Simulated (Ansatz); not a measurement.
# H₇NOSSi₂: small, medium and large basis sets

The task here is to estimate one member of a computed series from the others.

Computed with Ansatz 0.2.0, Gaussian basis. Level: one geometry, several basis sets.

Levels to be run: PBE0-D4/def2-SVP; ωB97M-V/def2-SVP; PBE0-D4/def2-QZVPP; ωB97M-V/def2-QZVPP; the functionals' def2-TZVPP values are taken from earlier runs.

## The relaxed structure

An earlier PBE0-D4 in a triple-zeta def2 set relaxation fixed the geometry.

SMILES `N[SiH](O)S[SiH3]`, 12 atoms, charge 0, spin multiplicity 1.

Atoms are counted from 1 here; the program's logs count them from 0.

Bond lengths: N1–Si2 1.702 Å, N1–H6 1.007 Å, N1–H7 1.007 Å, Si2–O3 1.644 Å, Si2–S4 2.130 Å, Si2–H8 1.483 Å, O3–H9 0.960 Å, S4–Si5 2.140 Å, Si5–H10 1.485 Å, Si5–H11 1.482 Å, Si5–H12 1.485 Å. Angles: Si2–N1–H6 121.7°, Si2–N1–H7 119.8°, H6–N1–H7 111.8°, N1–Si2–O3 112.5°, N1–Si2–S4 112.3°, N1–Si2–H8 105.7°, O3–Si2–S4 103.9°, O3–Si2–H8 111.5°, S4–Si2–H8 111.2°, Si2–O3–H9 116.5°, Si2–S4–Si5 98.4°, S4–Si5–H10 110.6°, S4–Si5–H11 112.0°, S4–Si5–H12 105.8°, H10–Si5–H11 109.8°, H10–Si5–H12 109.4°, H11–Si5–H12 109.2°.

Set-up of the first run:

The input, in.yaml:

```yaml
crystal:
  periodic: [false, false, false]
  atoms:
    - {symbol: N, position_ang: [-2.292152, -0.698398, 0.657900]}
    - {symbol: Si, position_ang: [-0.657050, -0.606441, 0.194777]}
    - {symbol: O, position_ang: [0.327317, -0.188778, 1.443436]}
    - {symbol: S, position_ang: [-0.313561, 0.914465, -1.256488]}
    - {symbol: Si, position_ang: [1.807131, 1.092585, -1.027526]}
    - {symbol: H, position_ang: [-2.809681, 0.118690, 0.939536]}
    - {symbol: H, position_ang: [-2.889606, -1.397180, 0.247705]}
    - {symbol: H, position_ang: [-0.314837, -1.946158, -0.341926]}
    - {symbol: H, position_ang: [0.321976, -0.771244, 2.205919]}
    - {symbol: H, position_ang: [2.432366, -0.247867, -0.896280]}
    - {symbol: H, position_ang: [2.171440, 1.932113, 0.137659]}
    - {symbol: H, position_ang: [2.293655, 1.743009, -2.270714]}
basis:
  gaussian: {orbitals: def2-SVP}
hamiltonian: {xc: pbe0, dispersion: d4}
output: {orbitals: {seedname: orbitals}}
```

Run with:

```
ansatz run in.yaml --threads 4 --pin off --events-out ev --progress --plain --max-ram 10444MiB
```

Among the steps run: PBE0-D4 in def2-SVP; ωB97M-V in def2-SVP; PBE0-D4 in def2-QZVPP; ωB97M-V in def2-QZVPP.

One of the session's tables, all rows but one given; the rest of the session is left out.

| functional | basis | HOMO (eV) | LUMO (eV) |
| --- | --- | --- | --- |
| PBE0-D4 | def2-SVP | ? | ? |
| PBE0-D4 | def2-TZVPP | -7.30 | 0.35 |
| PBE0-D4 | def2-QZVPP | -7.34 | 0.09 |
| ωB97M-V | def2-SVP | -9.28 | 2.74 |
| ωB97M-V | def2-TZVPP | -9.47 | 1.94 |
| ωB97M-V | def2-QZVPP | -9.51 | 1.36 |

Q: Estimate the row for PBE0-D4, def2-SVP from the others.

**Answer.** HOMO (eV): -7.16; LUMO (eV): 0.83. In the column «HOMO (eV)» it is the highest.
